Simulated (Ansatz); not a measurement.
# Al6TeP2: a trial structure relaxed

Aim: relax a trial structure of Al6TeP2 and see where it ends.

Method: DFT PBE, scalar-relativistic, plane waves, PAW, in Ansatz 0.2.0.

### Step 1. The system as given

It takes space group P-62m (No. 189, hexagonal). Conventional cell: a = 7.537 Å, b = 7.537 Å, c = 3.699 Å, α = 90.00°, β = 90.00°, γ = 120.00°. Al (site symmetry m2m) is surrounded by 4 P at 2.95 Å and 1 Te at 3.02 Å and 6 Al at 3.22 to 3.27 Å. Al (site symmetry m2m) is surrounded by 2 Te at 2.60 Å and 2 P at 2.92 Å. Te (site symmetry -62m) is surrounded by 9 Al at 2.60 to 3.02 Å. P (site symmetry -6) has 9 Al at 2.92 to 2.95 Å in its first shell of neighbours.

Coordinates:

```cif
data_structure
_symmetry_space_group_name_H-M 'P-62m'
_symmetry_Int_Tables_number 189
_cell_length_a 7.5374
_cell_length_b 7.5374
_cell_length_c 3.6988
_cell_angle_alpha 90.000
_cell_angle_beta 90.000
_cell_angle_gamma 120.000
_cell_volume 181.98
loop_
_atom_site_label
_atom_site_type_symbol
_atom_site_symmetry_multiplicity
_atom_site_Wyckoff_symbol
_atom_site_fract_x
_atom_site_fract_y
_atom_site_fract_z
_atom_site_occupancy
Al1 Al 3 f 0.59960 0.00000 0.00000 1
Al2 Al 3 g 0.24180 0.00000 0.50000 1
Te1 Te 1 a 0.00000 0.00000 0.00000 1
P1 P 2 d 0.33333 0.66667 0.50000 1
```

Recipe of the guess: species swapped into a database cell of Ti6Si2B (P-62m, No. 189), with Al on the Ti sites, P on the Si sites and Te on the B sites. Lengths come from tabulated atomic sizes and are only a guess.

### Step 2. The guess as it stands, on a coarse mesh

File input.yaml:

```yaml
crystal:
  lattice:
    - [7.53735157, 0.0, 0.0]
    - [-3.76867579, 6.52753794, 0.0]
    - [0.0, 0.0, 3.69881576]
  atoms:
    - { symbol: Al, position: [0.59960002, 0.0, 0.0] }
    - { symbol: Al, position: [0.40039998, 0.40039998, 0.0] }
    - { symbol: Al, position: [0.0, 0.59960002, 0.0] }
    - { symbol: Al, position: [0.2418, 0.0, 0.5] }
    - { symbol: Al, position: [0.7582, 0.7582, 0.5] }
    - { symbol: Al, position: [0.0, 0.2418, 0.5] }
    - { symbol: Te, position: [0.0, 0.0, 0.0] }
    - { symbol: P, position: [0.33333333, 0.66666667, 0.5] }
    - { symbol: P, position: [0.66666667, 0.33333333, 0.5] }
basis:
  ecutwfc: 420
kpoints:
  mp_grid: { grid: [3, 3, 6] }
hamiltonian:
  xc: pbe
scf:
  occupations: { method: gaussian, width: 0.1 }
  lower_state_search: "off"
output:
  forces: true
  stress: true
  eigenvalues: true
```

Command:

```console
> ansatz run input.yaml --threads 1 --pin off --max-ram 2560MiB --backend cpu --events-out ev --progress --plain --runs-dir out
```

Further runs follow: coarse relaxation; relaxation on the finer mesh.

Before running it: what results should come out? Wanted: conventional cell; volume; energy over the elements, black P; gap on the mesh.

The runs gave:

```
                              quantity                                                                       value
symmetry at the end (tolerance 0.05 Å)                                                 space group P-62m (No. 189)
                     conventional cell  a = 7.352 Å, b = 7.352 Å, c = 3.624 Å, α = 90.00°, β = 90.00°, γ = 120.00°
                                volume                                                               18.85 Å³/atom
     energy over the elements, black P                                                               +0.19 eV/atom
                       gap on the mesh                                                                none (metal)
```

**Reading.** The space group P-62m (No. 189) is kept, and the volume per atom shrinks by 6.8 % from the first guess. With a positive formation energy it can't be a ground state. No finished test with a distortion of lower symmetry is shown, so the end may be a saddle point. The runs treat Te without spin-orbit coupling.
